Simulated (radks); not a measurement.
**Valence configurations of Cr**

The task here is to estimate one member of a computed series from the others.

Program: radks (a radial shooting solver on a logarithmic mesh, Libxc functionals) version 1. Level of theory: Dirac Kohn-Sham, LDA (Slater exchange, Perdew-Wang correlation), spin-unpolarised, spherical densities, point nucleus; open shells are shared between the two j in proportion to 2j + 1. These are calculated values, not measurements, unless marked.

## What is computed

* element: chromium (Z = 24)
* charge: 0
* electrons: 24
* configuration: [Ar] 3d5 4s1
* others tried: 3d5 4p1; 3d3 4s1 4p2; 3d4 4s1 4p1; 3d5.5 4s0.5; 3d6; 3d4 4s2; 3d4.5 4s1 4p0.5; 3d4.5 4s0.5 4p1; 3d4 4s1.5 4p0.5

Outer shells as boxes (Hund's rule):

Cr
```
[Ar] core
3d [↑ ][↑ ][↑ ][↑ ][↑ ]
4s [↑ ]
```

Set-up of the first run:

Input:

```text
Z 24
configuration [Ar] 3d5 4s1
relativity Dirac
functional lda,pw
spin unpolarised
j_filling average
nucleus point
c 137.035999084
```

Among the steps run: [Ar] 3d5 4s1.

One of the session's tables, all rows but one given; the rest of the session is left out.

It belongs to the step «[Ar] 3d5 4s1». Radial moments (bohr):

```
level     <r>  outermost maximum (interpolated)  90 % within  nodes
2p1/2  0.2583                             0.196        0.425      0
2p3/2  0.2611                             0.198        0.429      0
3s1/2  0.9036                             0.777         1.36      2
3p1/2       ?                                 ?            ?      ?
3p3/2  0.9703                             0.800         1.50      1
4s1/2   3.396                              2.73         5.21      3
3d3/2   1.504                             0.833         2.78      0
3d5/2   1.516                             0.836         2.81      0
```

Estimate the missing values for 3p1/2.

As computed: <r>: 0.9609; outermost maximum (interpolated): 0.792; 90 % within: 1.49; nodes: 1. In the column «<r>» it lies between 3s1/2 (0.9036) and 3p3/2 (0.9703).
